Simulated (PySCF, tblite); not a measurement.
# C₆H₁₂O: geometry, infrared bands and NMR shifts

Wanted: the infrared bands and NMR shifts of C₆H₁₂O (`C[C@@H]1CC[C@H](O)C1`), by calculation.

Computed with tblite 0.8.0 and PySCF 2.14.0, with density-fitted response routines of our own, on a single molecule in the gas phase. Atoms are numbered from 0 throughout.

## 1. Starting geometry

19 atoms, charge 0, multiplicity 1; geometry from: force field or distance geometry start.

Bonds of the start (Å): C0–C1 1.52, C1–C2 1.50, C2–C3 1.50, C3–C4 1.53, C4–O5 1.38, C4–C6 1.52, C6–C1 1.52, C0–H7 1.12, C0–H8 1.12, C0–H9 1.10, C1–H10 1.10, C2–H11 1.11, C2–H12 1.10, C3–H13 1.09, C3–H14 1.13, C4–H15 1.10, O5–H16 1.00, C6–H17 1.13, C6–H18 1.10.

## 2. Optimising the geometry with GFN2-xTB

The job: settings as JSON, then the geometry in Å.

```
{"job": {"kind": "relax", "xc": "GFN2-xTB", "basis": "xTB"}, "charge": 0, "multiplicity": 1}
C      1.912500     0.027100     0.427700
C      0.880200     0.077400    -0.692700
C      0.001500     1.281200    -0.535100
C     -1.063700     0.791400     0.397800
C     -1.358400    -0.614600    -0.119000
O     -1.823600    -1.351200     0.952200
C     -0.019100    -1.144200    -0.591500
H      1.405500     0.076900     1.429400
H      2.385100    -0.984800     0.373900
H      2.664700     0.820500     0.361000
H      1.363900     0.111200    -1.684500
H     -0.401500     1.584700    -1.521300
H      0.536200     2.089800    -0.006300
H     -1.962700     1.414100     0.442800
H     -0.614200     0.632200     1.417800
H     -2.123000    -0.599100    -0.909900
H     -2.034800    -0.726700     1.710300
H      0.390600    -1.898500     0.137000
H     -0.148900    -1.578000    -1.597200
```

Launch:

```bash
OMP_NUM_THREADS=1 python probes_run.py task.json out
```

One launch serves the whole session: the jobs run in the order shown.

**Question.** This job is followed by: GFN2-xTB harmonic vibrations, gas phase; GIAO PBE0/pcSseg-1 NMR shielding, non-relativistic, gas phase. Predict these results of the whole session: strongest single infrared mode (GFN2-xTB); zero-point energy (GFN2-xTB); 13C shifts against TMS (PBE0/pcSseg-1); 1H shifts against TMS (PBE0/pcSseg-1, means over atoms taken as alike); 17O shifts against H2O (PBE0/pcSseg-1); surface potential, 1st and 99th percentile.

The runs gave:

```
                                                              quantity                                                            value
                             strongest single infrared mode (GFN2-xTB)                                            1114 cm⁻¹, 112 km/mol
                                          zero-point energy (GFN2-xTB)                                                   107.1 kcal/mol
                                13C shifts against TMS (PBE0/pcSseg-1)                           80.4, 46.9, 38.6, 34.1, 33.5, 26.5 ppm
1H shifts against TMS (PBE0/pcSseg-1, means over atoms taken as alike)  4.27, 2.66, 2.02, 2.00, 1.67, 1.31, 1.21, 1.02, 0.66, -0.38 ppm
                                17O shifts against H2O (PBE0/pcSseg-1)                                                         73.3 ppm
                                 surface potential, 1st and 99th percentile                                               -1.71 V and 1.87 V
```

**Reading.** Over 74 steps the energy fell by 0.560 eV; of the close pairs, O5–H16 changed most, 1.005 to 0.965 Å. No mode is imaginary among the 51: a minimum at this level. The strongest single mode, at 1114 cm⁻¹, is carried by H15, C4, O5, H18. Unscaled tight-binding wavenumbers are off by several per cent, some by more. Its intensities can rank the bands wrongly. The most deshielded carbon is C4 (sp3 CH bonded to O), at 80.4 ppm: deshielded by the electronegative neighbour. The most deshielded hydrogen is H15 (hydrogen on an sp3 CH bonded to O), at 4.27 ppm: its carbon carries O, hence the downfield position. At PBE0/pcSseg-1: Shielding is most anisotropic at O5 (span 111 ppm, paramagnetic term -125 ppm).
